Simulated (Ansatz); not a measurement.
# ClGaH3NO: the cost of one run

Program: Ansatz 0.2.0. Level of theory: RKS PBE/def2-SVP. These are calculated values, not measurements.

## Step 1: The system as given

Bond lengths: Ga1–Cl2 2.240 Å, Ga1–O3 1.790 Å, O3–H4 1.010 Å, Ga1–N5 1.930 Å, N5–H6 1.060 Å, N5–H7 1.060 Å. Angles: Cl2–Ga1–O3 120.0°, Cl2–Ga1–N5 120.0°, O3–Ga1–N5 120.0°, Ga1–O3–H4 109.5°, Ga1–N5–H6 120.0°, Ga1–N5–H7 120.0°, H6–N5–H7 120.0°.

Structure file:

```xyz
7

Ga    0.0000    0.0000    0.0000
Cl    0.0000    0.0000    2.2400
O     1.5501    0.0000   -0.8950
H     1.8500   -0.9519   -1.0499
N    -1.6714    0.0000   -0.9650
H    -2.3403   -0.8164   -0.8664
H    -1.9204    0.8164   -1.5936
```

## Step 2: Preparing the start

input.yaml reads:

```yaml
crystal:
  periodic: [false, false, false]
  atoms:
    - { symbol: Ga, position_ang: [0.0, 0.0, 0.0] }
    - { symbol: Cl, position_ang: [0.0, 0.0, 2.24] }
    - { symbol: O, position_ang: [1.5501, 0.0, -0.895] }
    - { symbol: H, position_ang: [1.85, -0.9519, -1.0499] }
    - { symbol: "N", position_ang: [-1.6714, 0.0, -0.965] }
    - { symbol: H, position_ang: [-2.3403, -0.8164, -0.8664] }
    - { symbol: H, position_ang: [-1.9204, 0.8164, -1.5936] }
basis:
  gaussian: { orbitals: def2-SVP }
hamiltonian:
  xc: pbe
relax:
  f_tol: 0.02
  max_steps: 40
output:
  orbitals: {}
```

On the command line:

```sh
$ ansatz run input.yaml --threads 1 --pin off --max-ram 2048MiB --backend cpu --events-out ev --progress --plain --runs-dir out
```

What time and memory should one allow on 1 thread of Arm Neoverse V2, shared host?

About 53 s, with a peak of 0.14 GiB.
